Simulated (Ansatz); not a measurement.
**BF₂H₃O (built from SMILES OB(F)F.[H][H]): search for a transition state**

Is there a first-order saddle for this four-centre ligand exchange, which should form B1–H6, O2–H5 and break B1–O2, H5–H6, and which two structures does it connect?

The runs use Ansatz 0.2.0, Gaussian basis; PBE0-D4, def2-SVP first, then def2-TZVP.

31 further runs of the same task are left out: 31 set aside as unsound or not needed.

## (1) The system as given

The guess: 7 atoms, charge 0, spin multiplicity 1.

Atoms are counted from 1 here; the program's logs count them from 0.

Bond lengths: B1–F3 1.319 Å, B1–F4 1.310 Å, O2–H7 0.961 Å. Angles: F3–B1–F4 120.4°.

Coordinates:

```mol
BF2H3O
  3D, bonds by distance, orders not assigned

  7  3  0  0  0  0  0  0  0  0999 V2000
   -0.4771    0.4420   -0.0391 B   0  0
    1.1138   -0.2597   -0.2070 O   0  0
   -1.3014   -0.0627   -0.9365 F   0  0
   -0.4352    1.7339    0.1712 F   0  0
    0.3971   -0.6389    0.7849 H   0  0
   -0.4578   -0.4015    1.2181 H   0  0
    1.1604   -0.8131   -0.9916 H   0  0
  1  3  8  0
  1  4  8  0
  2  7  8  0
M  END
```

Distances that are to change: B1–H6 1.51 Å, O2–H5 1.28 Å, B1–O2 1.75 Å, H5–H6 0.99 Å.

## (2) Relaxing the guess with the reacting distances held

Contents of hold/in.yaml:

```yaml
crystal:
  periodic: [false, false, false]
  atoms:
    - {symbol: B, position_ang: [-0.477100, 0.442000, -0.039100]}
    - {symbol: O, position_ang: [1.113800, -0.259700, -0.207000]}
    - {symbol: F, position_ang: [-1.301400, -0.062700, -0.936500]}
    - {symbol: F, position_ang: [-0.435200, 1.733900, 0.171200]}
    - {symbol: H, position_ang: [0.397100, -0.638900, 0.784900]}
    - {symbol: H, position_ang: [-0.457800, -0.401500, 1.218100]}
    - {symbol: H, position_ang: [1.160400, -0.813100, -0.991600]}
basis:
  gaussian: {orbitals: def2-SVP}
hamiltonian: {xc: pbe0, dispersion: d4}
relax: {f_tol: 0.08, max_steps: 120, escape_saddle: false, constraints: [{distance: [0, 5]}, {distance: [1, 4]}, {distance: [0, 1]}, {distance: [4, 5]}]}
```

No record of the launch command was kept for these runs.

After this run come: Saddle search in the small basis; Saddle search in triple zeta; Checking the order of the point; Relaxing after a step of 0.30 Å one way along the mode; Relaxing after a step of 0.30 Å the other way along the mode.

Before running it: what results should come out? Wanted: imaginary mode; barrier from the start side; barrier from the end side; energy of the step; pairs that change; zero-point energy at the saddle.

**Answer**, as computed:

| quantity | value |
| --- | --- |
| imaginary mode | 1425i cm⁻¹ |
| barrier from the start side | 44.0 kcal/mol |
| barrier from the end side | 25.5 kcal/mol |
| energy of the step | +18.5 kcal/mol |
| pairs that change | B1–H6 formed, O2–H5 formed, B1–O2 loosened, H5–H6 broken |
| zero-point energy at the saddle | 1.091 eV |

What this shows: The point has a single imaginary mode (1425i cm⁻¹), as a transition state must. It joins the planned start and end. A bond meant to break is only loosened at the end: the products stay bound as an adduct. At PBE0-D4/def2-TZVP the electronic barrier is 44.0 kcal/mol, about 74 kT at 298 K, and the step runs 18.5 kcal/mol uphill. The barrier is thin enough for tunnelling; the leading (Wigner) term alone is a factor of 3.0 at 298 K.
